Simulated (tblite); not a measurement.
# C6H15SSi: the cost of one run

Programs: tblite 0.8.0 and PySCF 2.14.0, with density-fitted response routines of our own. Each step states its level of theory. These are calculated values for one molecule in the gas phase, unless marked as measured. Atoms count from 0, in the outputs and in this text.

### 1 The starting structure

23 atoms, charge 1, multiplicity 1; geometry from: force field or distance geometry start.

Bonds of the start (Å): Si0–C1 1.90, C1–C2 1.49, C2–S3 1.75, S3–C4 1.78, C4–C5 1.50, C5–C6 1.48, C6–C7 1.50, C7–S3 1.77, Si0–H8 1.48, Si0–H9 1.48, Si0–H10 1.44, C1–H11 1.10, C1–H12 1.14, C2–H13 1.11, C2–H14 1.13, C4–H15 1.12, C4–H16 1.10, C5–H17 1.11, C5–H18 1.11, C6–H19 1.09, C6–H20 1.12, C7–H21 1.08, C7–H22 1.11.

### 2 Relaxing the molecule with GFN2-xTB

What the job is given:

```
{"job": {"kind": "relax", "xc": "GFN2-xTB", "basis": "xTB"}, "charge": 1, "multiplicity": 1}
Si     3.752500     0.341100    -0.134900
C      2.165100    -0.663000    -0.399300
C      1.088400     0.360500    -0.528300
S     -0.531100    -0.260100    -0.793200
C     -1.149200    -1.310900     0.498900
C     -2.325800    -0.593700     1.096100
C     -2.836800     0.461300     0.188200
C     -1.723800     1.043700    -0.636700
H      3.893200     1.125600    -1.382600
H      3.497800     1.259500     0.993700
H      4.901500    -0.475900     0.154800
H      2.259900    -1.304800    -1.292500
H      1.974900    -1.270900     0.547200
H      1.148600     1.076600     0.314200
H      1.342200     0.990800    -1.434100
H     -1.489000    -2.254700     0.002300
H     -0.414400    -1.515500     1.288900
H     -2.138800    -0.243600     2.132300
H     -3.122400    -1.363800     1.204300
H     -3.618800     0.106500    -0.488900
H     -3.243400     1.291000     0.824800
H     -1.349800     1.963300    -0.204600
H     -2.085500     1.264200    -1.667800
```

On the command line:

```console
$ OMP_NUM_THREADS=1 python probes_run.py task.json out
```

The driver reads the jobs from task.json and runs them one after another.

**Question.** How long does this first job take on 1 thread of Arm Neoverse V2, shared host, and how much memory does it need?

About 1 s, with a peak of 0.18 GiB.
